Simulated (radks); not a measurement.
# Be³⁺ in 1s0.5 2p0.5: an all-electron calculation

Aim: the levels, the sizes of the orbitals and the parts of the energy of the beryllium ion Be3+.

Program: radks (a radial shooting solver on a logarithmic mesh, Libxc functionals) version 1. Level of theory: Dirac Kohn-Sham, BLYP, spin-unpolarised, spherical densities, finite nucleus; open shells fill j = l - 1/2 first. These are calculated values, not measurements, unless marked.

## 1. The system

| Quantity | Value |
| --- | --- |
| element | beryllium (Z = 4) |
| charge | +3 |
| electrons | 1 |
| configuration | 1s0.5 2p0.5 |
| nuclear rms radius | 2.519 fm |

## 2. The run

Input:

```text
Z 4
configuration 1s0.5 2p0.5 2s0 3p0
relativity Dirac
functional b88,lyp
spin unpolarised
j_filling energy
nucleus finite rms 2.519 fm
c 137.035999084
```

Q: Predict the outcome of this run.

As calculated:

```
                        quantity                   value
                    total energy        -4.95961 hartree
exchange-correlation share of it                 11.90 %
                            −T/E                  0.9980
          highest occupied level       2p1/2, -41.856 eV
    most extended occupied level  2p1/2, <r> = 1.35 bohr
 radius at density 0.001 e/bohr³               2.38 bohr
    maxima of the radial density                       1
```

**Reading.** The radial density shows 1 maxima for 2 occupied principal shells; where shells overlap, one shows as a shoulder or not at all. This is not the tabulated ground configuration, so its levels and sizes aren't those of the ground state, and no measured value stands beside it.
